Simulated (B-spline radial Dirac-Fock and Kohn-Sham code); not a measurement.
# Elastic scattering of positrons by Ir

The question: how strongly Ir scatters positrons elastically, and to which angles, at 4 energies.

Method: Dirac partial waves in the static field of the Dirac-Fock density, no polarisation or absorption; computed with B-spline radial Dirac-Fock and Kohn-Sham code, version 3.

## (1) What is computed

Atomic iridium, configuration [Xe] 4f14 5d7 6s2.

| Item | Value |
| --- | --- |
| nuclear charge | 77 |
| electrons | 77 |
| mass number | 193 |
| nuclear rms radius | 5.4032 fm |

## (2) 313.0 eV

Recorded inputs:

```ini
task = elastic
Z = 77
charge = 0
configuration = 1s2 2s2 2p6 3s2 3p6 3d10 4s2 4p6 4d10 4f14 5s2 5p6 5d7 6s2
mass_number = 193
rms_radius = 5.4032  # fm
projectile = positron
energy = 313.0  # eV
theta = [0, 10, 20, 30, 40, 50, 60, 70, 80, 90, 100, 110, 120, 130, 140, 150, 160, 170, 180]  # deg
```

From the run's result record (rounded, not every field):

```text
{
  "status": "converged",
  "sigma [bohr^2]": 14.03,
  "transport1 [bohr^2]": 2.182,
  "transport2 [bohr^2]": 3.83,
  "backward [bohr^2]": 0.5917,
  "dcs [bohr^2/sr]": [87.69, 32.71, 6.175, 2.02, 0.9964, 0.5867, 0.3814, 0.2666, 0.1974, 0.1531, 0.1235, 0.103, 0.08843, 0.07804, 0.07062, 0.06544, 0.06201, 0.06006, 0.05942],
  "sherman": [0.0, 8.773e-06, 2.85e-05, 4.443e-05, 5.481e-05, 6.536e-05, 7.446e-05, 8.046e-05, 8.333e-05, 8.352e-05, 8.123e-05, 7.663e-05, 6.989e-05, 6.127e-05, 5.103e-05, 3.944e-05, 2.689e-05, 1.364e-05, 0.0],
  "phases_minus [rad]": [-0.6076, 0.5525, 1.367, -1.218, -0.8406],
  "phases_plus [rad]": [0.0, 0.5523, 1.367, -1.218, -0.8407],
  "partial_waves": 60
}
```

## (3) 4380 eV

Settings, as recorded:

```ini
task = elastic
projectile = positron
energy = 4380.0  # eV
theta = [0, 10, 20, 30, 40, 50, 60, 70, 80, 90, 100, 110, 120, 130, 140, 150, 160, 170, 180]  # deg
```

From the run's result record (rounded, not every field):

```text
{
  "status": "converged",
  "sigma [bohr^2]": 4.484,
  "transport1 [bohr^2]": 0.209,
  "transport2 [bohr^2]": 0.4197,
  "backward [bohr^2]": 0.04178,
  "dcs [bohr^2/sr]": [228.6, 6.239, 0.8377, 0.2568, 0.114, 0.06096, 0.03656, 0.02379, 0.0165, 0.01206, 0.009226, 0.007352, 0.006078, 0.005198, 0.004586, 0.004169, 0.003897, 0.003744, 0.003695],
  "sherman": [0.0, 8.947e-05, 0.0002366, 0.0003697, 0.0004988, 0.000607, 0.0006803, 0.0007228, 0.0007393, 0.0007327, 0.0007057, 0.0006603, 0.0005985, 0.0005222, 0.0004334, 0.0003343, 0.0002273, 0.000115, 0.0],
  "phases_minus [rad]": [1.55, -0.4528, 0.354, 0.9355, 1.365],
  "phases_plus [rad]": [0.0, -0.455, 0.3514, 0.9329, 1.363],
  "partial_waves": 193
}
```

## (4) 31300 eV

Settings, as recorded:

```ini
task = elastic
projectile = positron
energy = 31300.0  # eV
theta = [0, 10, 20, 30, 40, 50, 60, 70, 80, 90, 100, 110, 120, 130, 140, 150, 160, 170, 180]  # deg
```

From the run's result record (rounded, not every field):

```text
{
  "status": "converged",
  "sigma [bohr^2]": 1.494,
  "transport1 [bohr^2]": 0.01847,
  "transport2 [bohr^2]": 0.04279,
  "backward [bohr^2]": 0.00227,
  "dcs [bohr^2/sr]": [394.8, 1.031, 0.1127, 0.02793, 0.01038, 0.004852, 0.002618, 0.001566, 0.001017, 0.0007063, 0.000519, 0.0004006, 0.0003229, 0.0002706, 0.0002351, 0.0002112, 0.0001958, 0.0001872, 0.0001844],
  "sherman": [0.0, 0.000436, 0.001164, 0.002019, 0.002897, 0.003682, 0.004315, 0.004781, 0.005077, 0.005197, 0.005141, 0.004914, 0.004528, 0.004, 0.00335, 0.0026, 0.001775, 0.0009003, 0.0],
  "phases_minus [rad]": [-0.8654, 0.06073, 0.6351, 1.031, 1.326],
  "phases_plus [rad]": [0.0, 0.04365, 0.6193, 1.018, 1.314],
  "partial_waves": 483
}
```

## (5) 158000 eV

The run's settings:

```ini
task = elastic
projectile = positron
energy = 158000.0  # eV
theta = [0, 10, 20, 30, 40, 50, 60, 70, 80, 90, 100, 110, 120, 130, 140, 150, 160, 170, 180]  # deg
```

From the run's result record (rounded, not every field):

```text
{
  "status": "converged",
  "sigma [bohr^2]": 0.576,
  "transport1 [bohr^2]": 0.00165,
  "transport2 [bohr^2]": 0.004233,
  "backward [bohr^2]": 0.000115,
  "dcs [bohr^2/sr]": [727.8, 0.1354, 0.01071, 0.002292, 0.0007611, 0.0003252, 0.0001637, 9.267e-05, 5.746e-05, 3.835e-05, 2.722e-05, 2.038e-05, 1.6e-05, 1.312e-05, 1.119e-05, 9.907e-06, 9.093e-06, 8.641e-06, 8.486e-06],
  "sherman": [0.0, 0.001012, 0.003313, 0.006569, 0.01056, 0.01492, 0.01937, 0.02361, 0.02732, 0.03021, 0.032, 0.03249, 0.03155, 0.02915, 0.02532, 0.02023, 0.0141, 0.00724, 0.0],
  "phases_minus [rad]": [0.1465, 0.7783, 1.131, 1.371, 1.552],
  "phases_plus [rad]": [0.0, 0.7054, 1.077, 1.33, 1.519],
  "partial_waves": 1090
}
```

## (6) Collected

| energy (eV) | σ (bohr²) | first transport (bohr²) | σ / transport | backward share (%) | partial waves |
| --- | --- | --- | --- | --- | --- |
| 313.0 | 14.0 | 2.18 | 6.43 | 4.22 | 60 |
| 4380 | 4.48 | 0.209 | 21.5 | 0.932 | 193 |
| 31300 | 1.49 | 0.0185 | 80.9 | 0.152 | 483 |
| 158000 | 0.576 | 0.00165 | 349 | 0.0200 | 1090 |

## (7) Results

```
                quantity                     value
σ at 313.0 and 158000 eV      14.0 and 0.576 bohr²
    backward share there         4.22 and 0.0200 %
largest Sherman function  0.032 at 110°, 158000 eV
```

It takes about 6.4 elastic collisions to lose the direction at 313.0 eV and 350 at 158000 eV (σ over the first transport cross section). The angular distributions show no deep diffraction minima on this grid. Spin polarisation by scattering stays small.
